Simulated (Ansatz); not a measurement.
# AlF3H4OSi: basis-set convergence

One table from this session's results is given with a row withheld; the runs are named, their logs left out.

Computed with Ansatz 0.2.0, Gaussian basis. Level: one geometry, several basis sets.

The runs, in order: PBE0-D4/def2-SVP; ωB97M-V/def2-SVP; PBE0-D4/def2-QZVPP; ωB97M-V/def2-QZVPP; the functionals' def2-TZVPP values are taken from earlier runs.

## The relaxed structure

An earlier PBE0-D4 in a triple-zeta def2 set relaxation fixed the geometry.

SMILES `[F][Al-]([F])([F])[OH+][SiH3]`, 10 atoms, charge 0, spin multiplicity 1.

Atoms are counted from 1 here; the program's logs count them from 0.

Bond lengths: F1–Al2 1.649 Å, Al2–F3 1.649 Å, Al2–F4 1.665 Å, Al2–O5 1.897 Å, O5–Si6 1.719 Å, O5–H7 0.961 Å, Si6–H8 1.483 Å, Si6–H9 1.472 Å, Si6–H10 1.472 Å. Angles: F1–Al2–F3 116.2°, F1–Al2–F4 117.5°, F1–Al2–O5 104.2°, F3–Al2–F4 117.6°, F3–Al2–O5 104.0°, F4–Al2–O5 91.6°, Al2–O5–Si6 121.3°, Al2–O5–H7 121.0°, Si6–O5–H7 117.8°, O5–Si6–H8 102.6°, O5–Si6–H9 108.4°, O5–Si6–H10 108.3°, H8–Si6–H9 111.3°, H8–Si6–H10 111.4°, H9–Si6–H10 114.1°.

As a file:

```mol
AlF3H4OSi
  3D, bonds by distance, orders not assigned

 10  9  0  0  0  0  0  0  0  0999 V2000
    1.3671   -2.3471    0.5709 F   0  0
    0.1987   -1.6154   -0.3337 Al  0  0
    0.2089   -1.9556   -1.9471 F   0  0
   -1.2777   -1.3480    0.3881 F   0  0
    0.6346    0.2289   -0.2508 O   0  0
   -0.4546    1.3733    0.4271 Si  0  0
    1.4682    0.5561   -0.5989 H   0  0
    0.2862    2.6495    0.2813 H   0  0
   -1.6872    1.3750   -0.3776 H   0  0
   -0.6611    1.0320    1.8439 H   0  0
  1  2  8  0
  2  3  8  0
  2  4  8  0
  2  5  8  0
  5  6  8  0
  5  7  8  0
  6  8  8  0
  6  9  8  0
  6 10  8  0
M  END
```

Set-up of the first run:

in.yaml

```yaml
crystal:
  periodic: [false, false, false]
  atoms:
    - {symbol: F, position_ang: [1.367098, -2.347062, 0.570880]}
    - {symbol: Al, position_ang: [0.198747, -1.615419, -0.333687]}
    - {symbol: F, position_ang: [0.208920, -1.955605, -1.947145]}
    - {symbol: F, position_ang: [-1.277678, -1.348046, 0.388081]}
    - {symbol: O, position_ang: [0.634613, 0.228886, -0.250798]}
    - {symbol: Si, position_ang: [-0.454631, 1.373331, 0.427094]}
    - {symbol: H, position_ang: [1.468153, 0.556073, -0.598855]}
    - {symbol: H, position_ang: [0.286184, 2.649466, 0.281311]}
    - {symbol: H, position_ang: [-1.687232, 1.375038, -0.377625]}
    - {symbol: H, position_ang: [-0.661075, 1.032038, 1.843944]}
basis:
  gaussian: {orbitals: def2-SVP}
hamiltonian: {xc: pbe0, dispersion: d4}
output: {orbitals: {seedname: orbitals}}
```

Launch:

```
$ ansatz run in.yaml --threads 4 --pin off --events-out ev --progress --plain --max-ram 10444MiB
```

Among the steps run: PBE0-D4 in def2-SVP; ωB97M-V in def2-SVP; PBE0-D4 in def2-QZVPP; ωB97M-V in def2-QZVPP.

One table of the session follows, with a row left open; its other results are not shown here.

It belongs to the step «Density functionals: the series». 

| functional | basis | HOMO (eV) |
| --- | --- | --- |
| PBE0-D4 | def2-SVP | -10.15 |
| PBE0-D4 | def2-TZVPP | -10.37 |
| PBE0-D4 | def2-QZVPP | -10.40 |
| ωB97M-V | def2-SVP | -12.56 |
| ωB97M-V | def2-TZVPP | ? |
| ωB97M-V | def2-QZVPP | -12.73 |

Estimate the missing values for ωB97M-V, def2-TZVPP.

As computed: HOMO (eV): -12.71. In the column «HOMO (eV)» it lies between ωB97M-V, def2-QZVPP (-12.73) and ωB97M-V, def2-SVP (-12.56).
